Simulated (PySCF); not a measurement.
# cyclo-(H2SnO)3: geometry, NMR shifts and electronic excitations

Aim: predict the NMR shifts and electronic excitations of cyclo-(H2SnO)3.

The runs use PySCF 2.14.0, with density-fitted response routines of our own; the level of theory stands in each step. All values are computed, except where a source is named. Atoms count from 0, in the outputs and in this text.

**1. The molecule as given**

12 atoms, charge 0, multiplicity 1; geometry from: GFN2-xTB. The atoms were then displaced at random by about 0.03 Å, so the start is not that level's minimum.

Bonds of the start (Å): Sn0–H1 1.59, Sn0–H2 1.69, Sn0–O3 1.96, Sn0–O11 1.99, O3–Sn4 1.93, Sn4–H5 1.69, Sn4–H6 1.68, Sn4–O7 1.88, O7–Sn8 1.92, Sn8–H9 1.66, Sn8–H10 1.66, Sn8–O11 1.97.

**2. Relaxing the molecule at PBE0-D3(BJ)/def2-SVP**

The job: settings as JSON, then the geometry in Å.

```
{"job": {"xc": "PBE0", "basis": "def2-SVP", "d3": "d3bj", "grid": 1, "maxiter": 40, "shake": 0.03, "kind": "geom"}, "charge": 0, "multiplicity": 1}
Sn     0.870330    -1.253870    -1.474290
H      0.833480    -2.834900    -1.269370
H      1.333310    -0.453980    -2.883460
O      1.817810    -0.371110     0.003280
Sn     1.194780     0.713060     1.471470
H      1.926070     2.221760     1.284710
H      1.432190    -0.176990     2.881270
O     -0.645740     1.018450     1.256160
Sn    -2.018270     0.459800     0.040180
H     -3.069960    -0.582450     0.797460
H     -2.549560     1.797200    -0.790450
O     -1.008960    -0.619700    -1.265970
```

Launch:

```console
> OMP_NUM_THREADS=1 python probes_run.py task.json out
```

The driver reads the jobs from task.json and runs them one after another.

Standard output:

```text
step   0  E = -871.78218728  max force = 0.045926
step   1  E = -871.79569179  max force = 0.011043
step   2  E = -871.79791270  max force = 0.003633
step   3  E = -871.79831501  max force = 0.002341
step   4  E = -871.79837027  max force = 0.000854
step   5  E = -871.79838504  max force = 0.000342
optimisation converged
```

Run time: 60 s. Hardware: 1 thread of AMD EPYC 9R45, shared host; peak memory 0.78 GiB.

Relaxation path:

```tsv
step	energy from step 0 (eV)	largest force component (eV/Å)
0	0.0000	2.3616
1	-0.3675	0.5679
2	-0.4279	0.1868
3	-0.4389	0.1204
4	-0.4404	0.0439
5	-0.4408	0.0176
```

Distances of close pairs at the start and the end, largest changes first:

```tsv
bond	before (Å)	after (Å)	change (Å)
Sn0–H1	1.595	1.712	+0.117
Sn4–O7	1.878	1.974	+0.096
O7–Sn8	1.917	1.974	+0.057
Sn8–H10	1.662	1.711	+0.049
Sn8–H9	1.663	1.712	+0.049
O3–Sn4	1.929	1.974	+0.045
Sn4–H6	1.684	1.711	+0.027
Sn0–H2	1.685	1.711	+0.025
```

The final coordinates are the input of the step that follows.

```tsv
at the end point	value
point group (found at 0.08 Å tolerance)	C3v
rotational constants (GHz, main isotopes)	0.561, 0.559, 0.284
dipole moment (D)	0.13
```

**3. Nuclear shieldings: PBE0/def2-TZVP+pcSseg-1**

The job: settings as JSON, then the geometry in Å.

```
{"job": {"kind": "nmr", "xc": "PBE0", "basis": {"default": "pcSseg-1", "Sn": "def2-TZVP"}}, "charge": 0, "multiplicity": 1}
Sn     0.807103    -1.198925    -1.508662
H      0.877049    -2.897931    -1.309507
H      1.409152    -0.565815    -2.979442
O      1.817350    -0.367738    -0.030359
Sn     1.252390     0.743555     1.500080
H      2.057375     2.247984     1.382491
H      1.499030    -0.160283     2.932324
O     -0.684296     1.075765     1.315591
Sn    -2.028324     0.444496     0.015643
H     -3.129145    -0.575000     0.839317
H     -2.685122     1.811268    -0.776080
O     -1.077081    -0.640106    -1.330406
```

Method: GIAO PBE0/pcSseg-1 Sn:def2-TZVP NMR shielding, scalar relativity only through core potentials, gas phase.

Standard output:

```text
coarse grid: 54456 points
cycle   1  E = -868.4249078860  dE = -1.076e+02  |g| = 4.312e+00  |ddm| = 5.416e+01
cycle   2  E = -851.1505187751  dE =  1.727e+01  |g| = 8.821e+00  |ddm| = 3.870e+01
cycle   3  E = -870.3675617656  dE = -1.922e+01  |g| = 3.028e+00  |ddm| = 3.705e+01
cycle   4  E = -871.9757319784  dE = -1.608e+00  |g| = 3.887e-01  |ddm| = 1.974e+00
cycle   5  E = -871.9943173462  dE = -1.859e-02  |g| = 2.112e-01  |ddm| = 5.762e-01
cycle   6  E = -872.0008206077  dE = -6.503e-03  |g| = 8.754e-02  |ddm| = 1.781e-01
cycle   7  E = -872.0023226381  dE = -1.502e-03  |g| = 2.553e-02  |ddm| = 6.999e-02
cycle   8  E = -872.0023938898  dE = -7.125e-05  |g| = 1.692e-02  |ddm| = 2.391e-02
cycle   9  E = -872.0024475701  dE = -5.368e-05  |g| = 9.674e-04  |ddm| = 1.098e-02
cycle  10  E = -872.0024478679  dE = -2.978e-07  |g| = 1.810e-04  |ddm| = 2.008e-03
final grid: 107992 points
cycle  11  E = -872.0024709312  dE = -7.092e-08  |g| = 2.778e-04  |ddm| = 1.050e-03
cycle  12  E = -872.0024708997  dE =  3.144e-08  |g| = 4.995e-04  |ddm| = 5.338e-04
cycle  13  E = -872.0024709453  dE = -4.556e-08  |g| = 5.392e-05  |ddm| = 3.282e-04
cycle  14  E = -872.0024709458  dE = -4.645e-10  |g| = 1.713e-05  |ddm| = 5.342e-05
converged SCF energy = -872.0024709458

GIAO shielding tensors (ppm)
atom      isotropic    diamagn.    paramagn.     s11        s22        s33       span
  0 Sn         nan         nan         nan        nan        nan        nan        nan
  1 H       25.016      27.223      -2.207     17.988     18.092     38.968     20.980
  2 H       25.057      27.156      -2.099     17.951     18.118     39.104     21.153
  3 O      255.641     398.868    -143.227    153.067    224.995    388.860    235.793
  4 Sn         nan         nan         nan        nan        nan        nan        nan
  5 H       25.056      27.161      -2.105     17.925     18.118     39.125     21.200
  6 H       25.013      27.235      -2.223     17.964     18.090     38.984     21.020
  7 O      255.864     398.904    -143.040    152.805    225.441    389.346    236.541
  8 Sn         nan         nan         nan        nan        nan        nan        nan
  9 H       25.015      27.229      -2.214     17.969     18.081     38.995     21.026
 10 H       25.049      27.166      -2.117     17.937     18.103     39.109     21.172
 11 O      255.682     398.916    -143.233    152.530    225.250    389.267    236.737
```

Run time: 34 s. Hardware: 1 thread of AMD EPYC 9R45, shared host; peak memory 1.3 GiB.

The references, computed at this level on geometries of the same kind, shield at (ppm): ¹H TMS 31.27, ¹⁷O H2O 334.6. Their shielding less the atom's gives the shift. The references are single molecules in the gas phase, so shifts against H2O, NH3, PH3, H3PO4 or CFCl3 are not on the usual liquid scales and can be off by tens of ppm. Atoms listed in one row are averaged.

```tsv
atoms	environment	σ (ppm)	δ (ppm)
H1, H2, H5, H6, H9, H10	hydrogen on a Sn bonded to 2 O	25.03	6.23
O3, O7, O11	oxygen bonded to 2 Sn	255.7	78.8
```

Atoms past Kr carry core potentials, so their printed shieldings have no meaning and are left out of the table.

The run also stored atomic charges by several schemes (e):

```tsv
atoms	Mulliken	ESP fit
Sn0, Sn4, Sn8	0.91	0.90
O3, O7, O11	-0.81	-0.65
```

Mayer bond orders: Sn0–O3 0.87, Sn0–O11 0.87, O3–Sn4 0.87, Sn4–O7 0.87, O7–Sn8 0.87, Sn8–O11 0.87.

With diffuse functions Mulliken charges and Mayer bond orders lose their meaning; the other schemes are steadier.

Orbitals, density, ELF and potential are computed afterwards from the orbital file.

Frontier orbitals at PBE0/def2-TZVP+pcSseg-1, with the share of their density that lies nearest to each atom:

```tsv
orbital	energy (eV)	lies on
HOMO	-7.78	O3, O7, O11 about 18 % each; 6 H atoms about 7 % each
LUMO	-0.90	O3, O7, O11 about 11 % each; Sn0, Sn4, Sn8 about 9 % each; 6 H atoms about 7 % each
```

ELF in a plane through or near 6 of the atoms.

Ten even steps from '0' (0.00) to '9' (0.87):
```
0000000000000000000000000000
0000000000000000000000000000
0000000000000000000000000000
0000000000000012221000000000
0000000001110023332100000000
0000000025764125532200000000
0000000048999364482100000000
0000000038558627741210000000
0000012212788411368874000000
0000132488322003886895100000
0000132626511003797984100000
0000022365247621213421000000
0000012112874926785110000000
0000000015996826676220000000
0000000004788512332320000000
0000000001233101232100000000
0000000000000000111000000000
0000000000000000000000000000
0000000000000000000000000000
0000000000000000000000000000
```
The map spans 11.2 Å across and 10.7 Å up, centred on the molecule. Atoms in the plane (x, y in Å): Sn0 (1.2, -1.7), O3 (1.8, 0.2), Sn4 (0.9, 1.9), O7 (-1.1, 1.5), Sn8 (-2.1, -0.2), O11 (-0.8, -1.7).

log10 of the density (e/Å³) in the same plane.

Ten even steps from '0' (-4.0) to '9' (1.7):
```
0000000000000000000000000000
0000000000000011111100000000
0000000000001223332210000000
0000000011222344444321000000
0000000123344455554432100000
0000001245555567775432100000
0000112356777689986532100000
0001233456898678876543200000
0012345566776656677654310000
0123346798765545679865310000
0123456889765545678764310000
0123345688666656666654210000
0012334556778768997643210000
0001223345778768998643210000
0000011234566556666543210000
0000000123444444554432100000
0000000001223333343322100000
0000000000001112222211000000
0000000000000000111000000000
0000000000000000000000000000
```
The map spans 11.2 Å across and 10.7 Å up, centred on the molecule. Atoms in the plane (x, y in Å): Sn0 (1.2, -1.7), O3 (1.8, 0.2), Sn4 (0.9, 1.9), O7 (-1.1, 1.5), Sn8 (-2.1, -0.2), O11 (-0.8, -1.7).

On the surface of density 0.002 e/bohr³ the electrostatic potential runs, from the 1st to the 99th percentile, from -1.32 V near O3 to 1.76 V near Sn0.

**4. Ultraviolet spectrum: PBE0/def2-SVPD**

The job, as its differences from that of step 3:

```diff
@@ -1,2 +1,2 @@
-{"job": {"kind": "nmr", "xc": "PBE0", "basis": {"default": "pcSseg-1", "Sn": "def2-TZVP"}}, "charge": 0, "multiplicity": 1}
+{"job": {"kind": "uv", "xc": "PBE0", "basis": "def2-SVPD", "ip": true, "nstates": 10}, "charge": 0, "multiplicity": 1}
 Sn     0.807103    -1.198925    -1.508662
```

With the program's defaults for keys left out, this is: TDDFT PBE0/def2-SVPD, vertical, gas phase, core orbitals frozen in the response.

Standard output:

```text
coarse grid: 54456 points
cycle   1  E = -868.0428490830  dE = -6.757e+01  |g| = 4.149e+00  |ddm| = 2.441e+01
cycle   2  E = -842.7624130028  dE =  2.528e+01  |g| = 8.361e+00  |ddm| = 2.531e+02
cycle   3  E = -869.5942486490  dE = -2.683e+01  |g| = 3.181e+00  |ddm| = 2.596e+02
cycle   4  E = -871.7692949218  dE = -2.175e+00  |g| = 3.260e-01  |ddm| = 4.221e+00
cycle   5  E = -871.8033596530  dE = -3.406e-02  |g| = 1.670e-01  |ddm| = 1.637e+00
cycle   6  E = -871.8111285056  dE = -7.769e-03  |g| = 6.090e-02  |ddm| = 4.881e-01
cycle   7  E = -871.8118569114  dE = -7.284e-04  |g| = 1.775e-02  |ddm| = 9.906e-02
cycle   8  E = -871.8118711878  dE = -1.428e-05  |g| = 1.648e-02  |ddm| = 3.809e-02
cycle   9  E = -871.8119271988  dE = -5.601e-05  |g| = 1.301e-03  |ddm| = 2.244e-02
cycle  10  E = -871.8119275401  dE = -3.413e-07  |g| = 1.560e-04  |ddm| = 2.410e-03
final grid: 107992 points
cycle  11  E = -871.8119482704  dE = -6.716e-08  |g| = 2.858e-04  |ddm| = 3.296e-03
cycle  12  E = -871.8119482260  dE =  4.437e-08  |g| = 5.530e-04  |ddm| = 1.058e-03
cycle  13  E = -871.8119482877  dE = -6.168e-08  |g| = 2.580e-05  |ddm| = 6.996e-04
cycle  14  E = -871.8119482878  dE = -9.845e-11  |g| = 1.603e-05  |ddm| = 6.985e-05
converged SCF energy = -871.8119482878

Static polarisability (au): isotropic 120.734, principal 109.744 126.159 126.299

Singlet excitations
state   eV       nm        f      main configurations
  1   5.7205    216.7   0.07824   H->L 0.84
  2   5.7534    215.5   0.00003   H->L+1 0.54, H-1->L 0.28
  3   5.7555    215.4   0.00022   H->L+2 0.53, H-2->L 0.28
  4   6.1028    203.2   0.00018   H-1->L 0.56, H->L+1 0.39
  5   6.1054    203.1   0.00028   H-2->L 0.56, H->L+2 0.39
  6   6.2855    197.3   0.01532   H-1->L+1 0.43, H-2->L+2 0.37
  7   6.2896    197.1   0.06606   H-3->L 0.47, H-3->L+2 0.23, H-4->L+1 0.21
  8   6.2946    197.0   0.06525   H-4->L 0.46, H-3->L+1 0.35, H-4->L+2 0.14
  9   6.3280    195.9   0.00248   H-4->L+2 0.51, H-3->L+1 0.35
 10   6.3339    195.7   0.00009   H-2->L+1 0.55, H-1->L+2 0.41

Triplet excitations (Tamm-Dancoff, eV): 5.0667 5.2553 5.2568 5.5568
Vertical ionisation energy (delta-SCF) = 9.3277 eV
```

Wall time 2.2 min (1 thread of AMD EPYC 9R45, shared host); peak memory 1.1 GiB.

The orbitals next to the gap, with their largest atomic shares:

```tsv
orbital	eV	atoms
HOMO−3	-8.37	O11 46 %, O7 38 %, O3 6 %
HOMO−2	-8.18	O3 47 %, O7 13 %, O11 11 %
HOMO−1	-8.18	O11 36 %, O7 34 %, Sn4 6 %
HOMO	-7.76	O3 17 %, O7 17 %, O11 17 %
LUMO	-0.86	Sn4 10 %, Sn0 10 %, Sn8 10 %
LUMO+1	-0.72	Sn8 24 %, Sn4 14 %, Sn0 12 %
LUMO+2	-0.71	Sn0 21 %, Sn4 19 %, O3 11 %
```

With each of the 10 states as a Gaussian band of 0.4 eV half-width at 1/e, the curve within the window shown has maxima at 199 nm (ε 6,500) L/(mol cm). Beyond the last state computed it falls off for lack of states. The curve at chosen wavelengths:

```
 nm  ε (L/mol/cm)
187          2931
189          3852
191          4753
194          5854
196          6316
198          6527
200          6507
202          6309
205          5827
207          5468
209          5125
211          4811
213          4520
216          4094
218          3794
220          3470
222          3120
224          2753
227          2194
229          1835
231          1503
233          1204
235           946
238           634
240           475
242           349
```

Leading natural transition orbitals of singlet state 1: the hole lies on O3, O7, O11 about 21 % each; 6 H atoms about 6 % each; the particle on O3, O7, O11 about 13 % each; Sn0, Sn4, Sn8 about 8 % each; 6 H atoms about 6 % each.

Further results of this job:

```tsv
property	computed
dipole moment (D)	0.12
polarisability (Å³)	17.89
HOMO–LUMO gap (eV)	6.90
−ε(HOMO) (eV)	7.76
```

**5. NMR shieldings: B3LYP/def2-TZVP+pcSseg-1**

The job, as its differences from that of step 4:

```diff
@@ -1,2 +1,2 @@
-{"job": {"kind": "uv", "xc": "PBE0", "basis": "def2-SVPD", "ip": true, "nstates": 10}, "charge": 0, "multiplicity": 1}
+{"job": {"kind": "nmr", "xc": "B3LYP", "basis": {"default": "pcSseg-1", "Sn": "def2-TZVP"}, "pop": false}, "charge": 0, "multiplicity": 1}
 Sn     0.807103    -1.198925    -1.508662
```

Method: GIAO B3LYP/pcSseg-1 Sn:def2-TZVP NMR shielding, scalar relativity only through core potentials, gas phase.

Standard output:

```text
coarse grid: 54456 points
cycle   1  E = -868.6572771937  dE = -1.071e+02  |g| = 4.447e+00  |ddm| = 5.397e+01
cycle   2  E = -844.4920294440  dE =  2.417e+01  |g| = 9.786e+00  |ddm| = 4.168e+01
cycle   3  E = -870.4275365536  dE = -2.594e+01  |g| = 3.376e+00  |ddm| = 4.001e+01
cycle   4  E = -872.4159635412  dE = -1.988e+00  |g| = 4.923e-01  |ddm| = 2.260e+00
cycle   5  E = -872.4419597607  dE = -2.600e-02  |g| = 2.724e-01  |ddm| = 6.537e-01
cycle   6  E = -872.4527034542  dE = -1.074e-02  |g| = 1.168e-01  |ddm| = 2.364e-01
cycle   7  E = -872.4555278324  dE = -2.824e-03  |g| = 1.935e-02  |ddm| = 9.443e-02
cycle   8  E = -872.4555313029  dE = -3.470e-06  |g| = 1.929e-02  |ddm| = 2.074e-02
cycle   9  E = -872.4556005104  dE = -6.921e-05  |g| = 1.594e-03  |ddm| = 1.251e-02
cycle  10  E = -872.4556011907  dE = -6.803e-07  |g| = 2.577e-04  |ddm| = 2.834e-03
final grid: 107992 points
cycle  11  E = -872.4556032582  dE = -7.374e-08  |g| = 4.639e-04  |ddm| = 1.513e-03
cycle  12  E = -872.4556031315  dE =  1.267e-07  |g| = 9.548e-04  |ddm| = 9.755e-04
cycle  13  E = -872.4556032997  dE = -1.682e-07  |g| = 6.795e-05  |ddm| = 6.133e-04
cycle  14  E = -872.4556033006  dE = -8.306e-10  |g| = 1.916e-05  |ddm| = 7.746e-05
converged SCF energy = -872.4556033006

GIAO shielding tensors (ppm)
atom      isotropic    diamagn.    paramagn.     s11        s22        s33       span
  0 Sn         nan         nan         nan        nan        nan        nan        nan
  1 H       25.125      27.528      -2.403     18.131     18.241     39.003     20.872
  2 H       25.168      27.459      -2.290     18.098     18.267     39.140     21.043
  3 O      240.844     399.855    -159.011    132.182    214.375    375.975    243.793
  4 Sn         nan         nan         nan        nan        nan        nan        nan
  5 H       25.167      27.463      -2.296     18.071     18.267     39.161     21.090
  6 H       25.121      27.540      -2.419     18.107     18.238     39.018     20.912
  7 O      241.097     399.884    -158.787    131.943    214.872    376.475    244.532
  8 Sn         nan         nan         nan        nan        nan        nan        nan
  9 H       25.124      27.535      -2.411     18.112     18.229     39.029     20.917
 10 H       25.160      27.470      -2.310     18.083     18.252     39.145     21.062
 11 O      240.946     399.890    -158.944    131.715    214.682    376.441    244.727
```

It took 24 s on 1 thread of AMD EPYC 9R45, shared host; peak memory 1.3 GiB.

In short: δ O3 93.1, H1 6.24 ppm (means over like atoms).

**6. Side by side: NMR shifts**

Shifts (ppm), means over like atoms, with basis size and wall time:

```tsv
run	H1	O3	functions	time
PBE0/def2-TZVP+pcSseg-1	6.23	78.8	231	34 s
B3LYP/def2-TZVP+pcSseg-1	6.24	93.1	231	24 s
```

**7. Summary of results**

```
                                                                         quantity                        value
                                                                      point group                          C3v
                                             rotational constants (main isotopes)         0.56, 0.56, 0.28 GHz
 ¹H shifts against TMS (PBE0/def2-TZVP+pcSseg-1, means over atoms taken as alike)                     6.23 ppm
¹⁷O shifts against H2O (PBE0/def2-TZVP+pcSseg-1, means over atoms taken as alike)                     78.8 ppm
                                            surface potential, 1st and 99th percentile           -1.32 V and 1.76 V
                                                  lowest singlet (PBE0/def2-SVPD)  5.72 eV (217 nm), f = 0.078
                                                                   lowest triplet                      5.07 eV
                                                vertical ionisation energy (ΔSCF)                      9.33 eV
                                                         range of the shift of O3             78.8 to 93.1 ppm
```

What this shows: The start was shaken at random, so part of the energy gained undoes that. Relaxing lowered the energy by 0.441 eV in 5 steps; the close pair that moved most is Sn0–H1, from 1.595 to 1.712 Å. No frequency check was run at this level, so the end point may be a saddle. At PBE0/def2-TZVP+pcSseg-1: The widest tensor belongs to O3, O7, O11: span 236 ppm, with a paramagnetic part of -143 ppm. The lowest singlet, at 5.72 eV, is HOMO→LUMO 0.84 and is bright; of the 10 states computed, the strongest absorption comes from states 6 to 8 together at 6.29 eV. The lowest triplet lies 0.65 eV below the lowest singlet (triplets in Tamm-Dancoff, singlets in full TDDFT). Spin-orbit coupling, left out, mixes singlets and triplets in elements this heavy. ΔSCF puts the ionisation energy at 9.33 eV, 1.56 eV above −ε(HOMO). Across the 2 runs the shift of O3 (with its like atoms) moves most, between 78.8 (PBE0/def2-TZVP+pcSseg-1) and 93.1 ppm (B3LYP/def2-TZVP+pcSseg-1). Spin-orbit coupling is left out, which matters for shieldings and couplings at and beside the heavy atoms.
